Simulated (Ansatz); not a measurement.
**C2H5FSZn: up Jacob's ladder to CCSD(T)**

The task here is to estimate one member of a computed series from the others.

Program: Ansatz 0.2.0, Gaussian basis. Level of theory: functionals in def2-TZVPP, the program's frozen cores in correlated methods. These are calculated values, not measurements.

Levels to be run: PBE-D4, r2SCAN-D4, PBE0-D4, B3LYP-D4, ωB97X-V, ωB97M-V, B2PLYP; CCSD(T)/def2-TZVPP; MP2/def2-QZVPP; extrapolation to the limit.

**The geometry**

All runs share one geometry, relaxed beforehand with PBE0-D4 in a triple-zeta def2 set.

SMILES `C[CH](S)[Zn][F]`, 10 atoms, charge 0, spin multiplicity 1.

Atoms are counted from 1 here; the program's logs count them from 0.

Bond lengths: C1–C2 1.523 Å, C1–H6 1.093 Å, C1–H7 1.092 Å, C1–H8 1.096 Å, C2–S3 1.831 Å, C2–Zn4 1.934 Å, C2–H9 1.091 Å, S3–H10 1.343 Å, Zn4–F5 1.753 Å. Angles: C2–C1–H6 112.1°, C2–C1–H7 110.8°, C2–C1–H8 110.8°, H6–C1–H7 107.8°, H6–C1–H8 107.4°, H7–C1–H8 107.8°, C1–C2–S3 107.0°, C1–C2–Zn4 114.2°, C1–C2–H9 109.1°, S3–C2–Zn4 107.6°, S3–C2–H9 107.8°, Zn4–C2–H9 110.9°, C2–S3–H10 98.2°, C2–Zn4–F5 177.4°.

Set-up of the first run:

in.yaml

```yaml
crystal:
  periodic: [false, false, false]
  atoms:
    - {symbol: C, position_ang: [-0.727195, -0.408709, 1.057029]}
    - {symbol: C, position_ang: [0.281310, -0.298687, -0.078375]}
    - {symbol: S, position_ang: [1.686211, 0.696165, 0.546714]}
    - {symbol: Zn, position_ang: [-0.397928, 0.581063, -1.660507]}
    - {symbol: F, position_ang: [-0.954987, 1.430686, -3.089093]}
    - {symbol: H, position_ang: [-1.119848, 0.566671, 1.354806]}
    - {symbol: H, position_ang: [-1.573677, -1.033648, 0.763834]}
    - {symbol: H, position_ang: [-0.267093, -0.860808, 1.942611]}
    - {symbol: H, position_ang: [0.658014, -1.294074, -0.318910]}
    - {symbol: H, position_ang: [2.498496, 0.570440, -0.515212]}
basis:
  gaussian: {orbitals: def2-TZVPP}
hamiltonian: {xc: pbe, dispersion: d4}
output: {forces: true, orbitals: {seedname: orbitals}}
```

Started as:

```
$ ansatz run in.yaml --threads 2 --pin off --events-out ev --progress --plain --max-ram 32768MiB --backend cpu
```

Steps of the session up to this table: PBE-D4 (GGA); r2SCAN-D4 (meta-GGA); PBE0-D4 (hybrid); B3LYP-D4 (hybrid); ωB97X-V (range-separated); ωB97M-V (range-separated); B2PLYP (double hybrid); CCSD(T) in def2-TZVPP; MP2 in def2-QZVPP.

One of the session's tables, all rows but one given; the rest of the session is left out.

| method | atomisation energy (kcal/mol) |
| --- | --- |
| PBE-D4 | 819.4 |
| r2SCAN-D4 | 807.8 |
| PBE0-D4 | 804.2 |
| B3LYP-D4 | 795.1 |
| ωB97X-V | 805.9 |
| ωB97M-V | 803.8 |
| B2PLYP | ? |
| HF/def2-TZVPP | 574.8 |
| MP2/def2-TZVPP | 799.1 |
| CCSD/def2-TZVPP | 767.0 |
| CCSD(T)/def2-TZVPP | 780.2 |
| MP2/CBS | 821.7 |
| CCSD(T)/CBS | 802.9 |

Q: Estimate the row for B2PLYP from the others.

**Answer.** atomisation energy (kcal/mol): 789.9. In the column «atomisation energy (kcal/mol)» it lies between CCSD(T)/def2-TZVPP (780.2) and B3LYP-D4 (795.1).
